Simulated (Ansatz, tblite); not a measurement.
# (HCd-mu-OH)2 (Cd₂H₄O₂): one state, many levels

The task here is to estimate one member of a computed series from the others.

The runs use Ansatz 0.2.0, Gaussian basis; as each input shows.

Plan: GFN1-xTB, GFN2-xTB, PBE-D4/def2-TZVP, r2SCAN-D4/def2-TZVP, BHLYP-D4/def2-TZVP, ωB97M-V/def2-TZVP, r2SCAN0-D4/def2-TZVP, BLYP-D4/def2-TZVP, revPBE-D4/def2-TZVP, HSE06-D4/def2-TZVP, B97M-V/def2-TZVP, PBE-D4/def2-SVP, PBE0-D4/def2-SVP, PBE0-D4/def2-TZVPD, PBE-D4/def2-TZVPD, r2SCAN-D4/def2-TZVPD, CCSD(T)/def2-TZVP, RPA/def2-TZVP.

5 further runs of the same task are left out: 5 set aside as unsound or not needed.

### The geometry

The geometry is that of the singlet, from an earlier relaxation (B3LYP-D4/def2-SVP).

8 atoms, charge 0, spin multiplicity 1.

Bond lengths: Cd1–H2 1.670 Å, Cd1–O3 2.160 Å, Cd1–O6 2.160 Å, O3–Cd4 2.160 Å, O3–H7 0.963 Å, Cd4–H5 1.670 Å, Cd4–O6 2.160 Å, O6–H8 0.963 Å. Angles: H2–Cd1–O3 142.6°, H2–Cd1–O6 142.7°, O3–Cd1–O6 74.7°, Cd1–O3–Cd4 105.3°, Cd1–O3–H7 127.3°, Cd4–O3–H7 127.3°, O3–Cd4–H5 142.7°, O3–Cd4–O6 74.7°, H5–Cd4–O6 142.6°, Cd1–O6–Cd4 105.3°, Cd1–O6–H8 127.3°, Cd4–O6–H8 127.3°.

Coordinates:

```mol
Cd2H4O2
  3D, bonds by distance, orders not assigned

  8  8  0  0  0  0  0  0  0  0999 V2000
   -0.6833    1.4681    0.5730 Cd  0  0
   -1.3478    2.8965    1.1283 H   0  0
    0.8725    0.6798   -0.7020 O   0  0
    0.6838   -1.4682   -0.5723 Cd  0  0
    1.3471   -2.8965   -1.1292 H   0  0
   -0.8719   -0.6798    0.7027 O   0  0
    1.5131    1.1796   -1.2187 H   0  0
   -1.5133   -1.1796    1.2183 H   0  0
  1  2  8  0
  1  3  8  0
  1  6  8  0
  3  4  8  0
  3  7  8  0
  4  5  8  0
  4  6  8  0
  6  8  8  0
M  END
```

Cd takes a core potential in the def2 sets. No spin-orbit coupling is included.

PBE0-D4/def2-TZVP was run before; its log isn't repeated, and its numbers join the tables.

The first run:

Tight binding, by tblite at 300 K electronic temperature and without a spin-polarisation term:

```python
tblite.interface.Calculator('GFN1-xTB', numbers, positions, charge=0, uhf=0).singlepoint()
```

Tight binding, by tblite at 300 K electronic temperature and without a spin-polarisation term:

```python
tblite.interface.Calculator('GFN2-xTB', numbers, positions, charge=0, uhf=0).singlepoint()
```

start.molden holds the orbitals of an earlier run on this state, given as this run's starting guess.

in.yaml

```yaml
crystal:
  periodic: [false, false, false]
  atoms:
    - {symbol: Cd, position_ang: [-0.683335, 1.468087, 0.573030]}
    - {symbol: H, position_ang: [-1.347810, 2.896537, 1.128319]}
    - {symbol: O, position_ang: [0.872451, 0.679773, -0.702037]}
    - {symbol: Cd, position_ang: [0.683755, -1.468158, -0.572339]}
    - {symbol: H, position_ang: [1.347057, -2.896524, -1.129244]}
    - {symbol: O, position_ang: [-0.871875, -0.679754, 0.702678]}
    - {symbol: H, position_ang: [1.513076, 1.179589, -1.218703]}
    - {symbol: H, position_ang: [-1.513329, -1.179550, 1.218308]}
basis:
  gaussian: {orbitals: def2-TZVP, initial_orbitals: start.molden}
hamiltonian: {xc: pbe, dispersion: d4}
scf: {omitted_lower_state_checks: [starts]}
output: {orbitals: {seedname: orbitals}}
```

Command:

```sh
ansatz run in.yaml --threads 4 --pin off --events-out ev --progress --plain --max-ram 3916MiB
```

Among the steps run: PBE-D4/def2-TZVP; r2SCAN-D4/def2-TZVP; BHLYP-D4/def2-TZVP; ωB97M-V/def2-TZVP; r2SCAN0-D4/def2-TZVP; BLYP-D4/def2-TZVP; revPBE-D4/def2-TZVP; HSE06-D4/def2-TZVP; B97M-V/def2-TZVP; PBE-D4/def2-SVP; PBE0-D4/def2-SVP; PBE0-D4/def2-TZVPD; PBE-D4/def2-TZVPD; r2SCAN-D4/def2-TZVPD; CCSD(T)/def2-TZVP; RPA/def2-TZVP.

One table of the session follows, with a row left open; its other results are not shown here.

It belongs to the step «Levels side by side». 

| level | HOMO (eV) | gap (eV) |
| --- | --- | --- |
| PBE-D4/def2-SVP | -6.22 | 4.87 |
| PBE-D4/def2-TZVP | -6.49 | 4.92 |
| PBE-D4/def2-TZVPD | -6.60 | 4.88 |
| revPBE-D4/def2-TZVP | -6.41 | 4.94 |
| BLYP-D4/def2-TZVP | -6.39 | 4.83 |
| r2SCAN-D4/def2-TZVP | -6.85 | 5.64 |
| r2SCAN-D4/def2-TZVPD | -6.89 | 5.55 |
| B97M-V/def2-TZVP | -6.86 | 5.30 |
| PBE0-D4/def2-SVP | -7.65 | 7.20 |
| PBE0-D4/def2-TZVP | -7.74 | 7.05 |
| PBE0-D4/def2-TZVPD | -7.78 | 6.89 |
| r2SCAN0-D4/def2-TZVP | ? | ? |
| HSE06-D4/def2-TZVP | -7.34 | 6.28 |
| BHLYP-D4/def2-TZVP | -8.85 | 8.90 |
| ωB97M-V/def2-TZVP | -9.94 | 10.87 |

**Question.** Estimate the row for r2SCAN0-D4/def2-TZVP.

As computed: HOMO (eV): -7.94; gap (eV): 7.47. In the column «HOMO (eV)» it lies between BHLYP-D4/def2-TZVP (-8.85) and PBE0-D4/def2-TZVPD (-7.78).
